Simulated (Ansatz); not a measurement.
**Time against size: PBE, supercells of GaN, on Xeon 6975P-C cores, threads left to the program**

All times were clocked for whole runs of Ansatz 0.2.0, start-up included, one run at a time with no other job on the machine: an Intel Xeon 6975P-C node (Granite Rapids, 96 cores, 192 hardware threads, 360 GiB). Times and memory are rounded to two significant figures, and ratios are formed from the unrounded values. A row is a single run, so small differences between rows aren't established. Precision is the program's default, which can work at lower precision in parts of a run.

The smallest member is a 2×1×1 supercell of GaN (P6_3mc), atoms displaced at random by about 0.04 Å along each cell vector. Its input:

```yaml
crystal:
  lattice:
    - [6.377860, 0.000000, 0.000000]
    - [-1.594465, 2.761695, 0.000000]
    - [0.000000, 0.000000, 5.192357]
  atoms:
    - { symbol: Ga, position: [0.347998, 0.325019, 0.502126] }
    - { symbol: Ga, position: [0.167585, 0.677143, 0.988283] }
    - { symbol: "N", position: [0.330732, 0.323907, 0.867637] }
    - { symbol: "N", position: [0.161374, 0.660239, 0.373707] }
    - { symbol: Ga, position: [0.827647, 0.338626, 0.494866] }
    - { symbol: Ga, position: [0.646611, 0.681602, 0.996065] }
    - { symbol: "N", position: [0.828671, 0.336700, 0.877687] }
    - { symbol: "N", position: [0.666998, 0.655949, 0.377392] }
kpoints:
  mp_grid: { grid: [1, 1, 1] }
hamiltonian:
  xc: pbe
  pseudopotentials: { azcp: { folder: soft_1 } }
scf:
  occupations: { method: fixed }
output: { forces: true }
```

The program chose a cutoff of 420 eV. The folder soft_1 holds one of the program's own sets of PAW files, generated with PBE and used with every functional where the input names it.

Command, without the flags for output files and display:

```bash
ansatz run input.yaml --backend cpu
```

| atoms | electrons | k mesh | k points | plane waves | dense FFT grid | bands at the start | SCF iterations | threads | wall time | SCF clock | outside it | host memory (GiB) | remarks |
| --- | --- | --- | --- | --- | --- | --- | --- | --- | --- | --- | --- | --- | --- |
| 8 | 72 | 1×1×1 | 1 | 1813 | 45×24×36 | 44 | 11 | 44 | 0.22 s | 0.13 s | 0.097 s | 0.49 | bands 44→41; workers unbound |
| 16 | 144 | 1×1×1 | 1 | 3605 | 45×45×36 | 88 | 11 | 88 | 0.45 s | 0.31 s | 0.13 s | 0.65 | workers unbound |
| 32 | 288 | 1×1×1 | 1 | 7199 | 45×45×72 | 176 | 10 | 96 | 0.66 s | 0.49 s | 0.17 s | 0.92 | workers unbound |
| 72 | 648 | 1×1×1 | 1 | 16091 | 64×64×72 | 396 | 10 | 96 | 1.3 s | 1.1 s | 0.25 s | 2.1 | workers unbound |
| 128 | 1152 | 1×1×1 | 1 | 28619 | 90×90×72 | 704 | 11 | 96 | 3.2 s | 2.8 s | 0.32 s | 4.1 | workers unbound |
| 192 | 1728 | 1×1×1 | 1 | 42869 | 90×90×108 | 1056 | 11 | 96 | 5.7 s | 5.3 s | 0.38 s | 6.4 | workers unbound |
| 360 | 3240 | 1×1×1 | 1 | 80421 | 128×108×108 | 1980 | 11 | 96 | 19 s | 19 s | 0.56 s | 17 | workers unbound |
| 576 | 5184 | 1×1×1 | 1 | 128745 | 128×128×144 | 3168 | 11 | 96 | 54 s | 53 s | 0.75 s | 35 | workers unbound |

The SCF clock is the program's own. It runs from the start of the first SCF loop to the final result and holds forces, stress, later SCFs and response steps. Outside it lie start-up, exit and the set-up ahead of the first loop, which depends on the cell and the method.

Runs at Γ alone can use real arithmetic, which is cheaper than at other k points.

«bands a→b»: once the levels showed a gap the program dropped high empty bands and went on with b of the a at the start. «workers unbound»: the program didn't bind its workers to cores in this run.

One k point is too coarse a mesh for the properties of small cells; the series shows cost alone.

The threads change along the series too.

Of the smallest member's 0.22 s, 0.097 s lies outside the SCF clock, so the wall time grows less with size than the clocked work: from 8 to 576 atoms the wall time changes by a factor of 240, and the time on the SCF clock by 420. The smallest member has under 2 s on the SCF clock, so these factors are rough.

Task: How long does the member with 784 atoms take (1×1×1 mesh, 1 k point, 175281 plane waves, 4312 bands)?

Result: 110 s, in 11 SCF iterations, with 56 GiB of host memory. Remarks: workers unbound.
